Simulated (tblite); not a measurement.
# C10H14S: the cost of one run

Computed with tblite 0.8.0 and PySCF 2.14.0, with density-fitted response routines of our own, on a single molecule in the gas phase. Atoms are numbered from 0 throughout.

**1. The starting structure**

25 atoms, charge 0, multiplicity 1; geometry from: force field or distance geometry start.

Bonds of the start (Å): C0–C1 1.49, C1–C2 1.53, C1–C3 1.48, C1–S4 1.85, S4–C5 1.78, C5–C6 1.39, C6–C7 1.38, C7–C8 1.37, C8–C9 1.39, C9–C10 1.37, C10–C5 1.36, C0–H11 1.11, C0–H12 1.10, C0–H13 1.12, C2–H14 1.08, C2–H15 1.08, C2–H16 1.13, C3–H17 1.11, C3–H18 1.12, C3–H19 1.14, C6–H20 1.10, C7–H21 1.10, C8–H22 1.08, C9–H23 1.10, C10–H24 1.10.

**2. Geometry optimisation with GFN2-xTB**

What the job is given:

```
{"job": {"kind": "relax", "xc": "GFN2-xTB", "basis": "xTB"}, "charge": 0, "multiplicity": 1}
C     -1.903000     1.153100    -0.129200
C     -1.769000    -0.253200     0.357500
C     -1.380500    -1.088400    -0.865900
C     -2.944300    -0.808900     1.071000
S     -0.387700    -0.227900     1.581700
C      1.122200     0.135300     0.717800
C      1.860800    -0.948100     0.248800
C      3.049100    -0.784300    -0.424900
C      3.558500     0.460800    -0.677400
C      2.804800     1.533000    -0.199800
C      1.619500     1.376100     0.478600
H     -1.097800     1.310800    -0.882900
H     -2.860800     1.373500    -0.622400
H     -1.682500     1.852500     0.713300
H     -1.679400    -2.121000    -0.731000
H     -0.363500    -0.903900    -1.179900
H     -2.044300    -0.659600    -1.676200
H     -3.540500    -0.095900     1.670800
H     -3.640200    -1.397400     0.418500
H     -2.556600    -1.597700     1.802600
H      1.506400    -1.975200     0.420700
H      3.560700    -1.698700    -0.764300
H      4.483300     0.631800    -1.198200
H      3.229000     2.520900    -0.416100
H      1.044900     2.236500     0.853300
```

On the command line:

```
> OMP_NUM_THREADS=2 python probes_run.py task.json out
```

One launch serves the whole session: the jobs run in the order shown.

**Question.** How long does this first job take on 2 threads of Intel Xeon 6975P-C, shared host, and how much memory does it need?

About 1.2 s, with a peak of 0.18 GiB.
